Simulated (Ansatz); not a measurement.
# CHBOS: an energy map over bond length B1–C2 and bond length C2–S3

How does the energy of CHBOS, SMILES B#CSO change over two coordinates at once? A grid of runs gives the map.

Method: RHF-MP2, frozen core/def2-TZVP; program: Ansatz 0.2.0.

## 1. The system as given

SMILES `B#CSO`, 5 atoms, charge 0, spin multiplicity 1.

Atoms are counted from 1 here; the program's logs count them from 0.

Bond lengths: B1–C2 1.485 Å, C2–S3 1.580 Å, S3–O4 1.709 Å, O4–H5 0.986 Å. Angles: B1–C2–S3 139.3°, C2–S3–O4 113.2°, S3–O4–H5 106.8°.

Geometry (Å):

```xyz
5
CHBOS
B     0.8378   -1.6194    1.3667
C    -0.2041   -0.6783    0.8817
S    -0.9074   -0.2642   -0.4717
O    -0.2211    1.1266   -1.1904
H     0.4949    1.4353   -0.5864
```

This geometry comes from a loose relaxation at PBE in a small basis, which is not shown.

## 3. Plan of the scan

First coordinate, bond length B1–C2: 9 values from 1.301 to 2.118 Å. Second coordinate, bond length C2–S3: 9 values from 1.306 to 2.126 Å.

Nothing else is relaxed (all other coordinates rigid). Energies count from the relaxed molecule at the same level.

(The set-up runs are not shown.)

## 4. Grid point bond length B1–C2 = 1.811 Å, bond length C2–S3 = 1.613 Å

input.yaml reads:

```yaml
crystal:
  periodic: [false, false, false]
  atoms:
    - { symbol: B, position_ang: [0.590992, -1.762853, 1.628788] }
    - { symbol: C, position_ang: [0.100317, -0.503538, 0.423347] }
    - { symbol: S, position_ang: [-0.984594, 0.042992, -0.637804] }
    - { symbol: O, position_ang: [-0.548013, 1.443708, -1.373521] }
    - { symbol: H, position_ang: [0.326742, 1.705891, -1.022203] }
basis:
  gaussian: { orbitals: def2-TZVP }
hamiltonian:
  xc: hf
output:
  forces: true
correlation:
  method: mp2
```

Run with:

```console
$ ansatz run input.yaml --threads 1 --pin off --max-ram 2560MiB --backend cpu --events-out ev --progress --plain --runs-dir out
```

The session goes on with these runs: the other points that were computed.

What does the calculation give? Wanted: lowest point; highest computed point; dipole moment; largest force on an atom.

The runs gave:

```
                       quantity                                                                                                                                                         value
                   lowest point                                                                                       bond length B1–C2 = 1.505 Å, bond length C2–S3 = 1.511 Å, 0.05 kcal/mol
         highest computed point                                                                       bond length B1–C2 = 2.118 Å, bond length C2–S3 = 2.126 Å, 123 kcal/mol above the lowest
              dipole moment (D)   0.2 at bond length B1–C2 = 2.016 Å, bond length C2–S3 = 1.613 Å to 6.9 at bond length B1–C2 = 1.301 Å, bond length C2–S3 = 1.921 Å; 3.8 at the lowest point
largest force on an atom (eV/Å)  0.4 at bond length B1–C2 = 1.505 Å, bond length C2–S3 = 1.511 Å to 27.2 at bond length B1–C2 = 2.016 Å, bond length C2–S3 = 1.306 Å; 0.4 at the lowest point
        time for the whole task                                                                                                                               14 min on 1 thread, shared host
```

What this shows: The lowest computed point is at bond length B1–C2 = 1.505 Å, bond length C2–S3 = 1.511 Å, 0.05 kcal/mol from the relaxed molecule at the same level. No other kind of well shows on this grid. The highest computed point, bond length B1–C2 = 2.118 Å, bond length C2–S3 = 2.126 Å, lies 123 kcal/mol above the lowest. Round the minimum the two coordinates are nearly uncoupled. Between some neighbouring points the energy changes steeply, from close contacts of the rigid frames or a change of state; the map doesn't tell which. In part of the range the restricted solution is unstable, so energies in the stretched regions are not reliable (too high at mean-field level, often too low with perturbative triples).
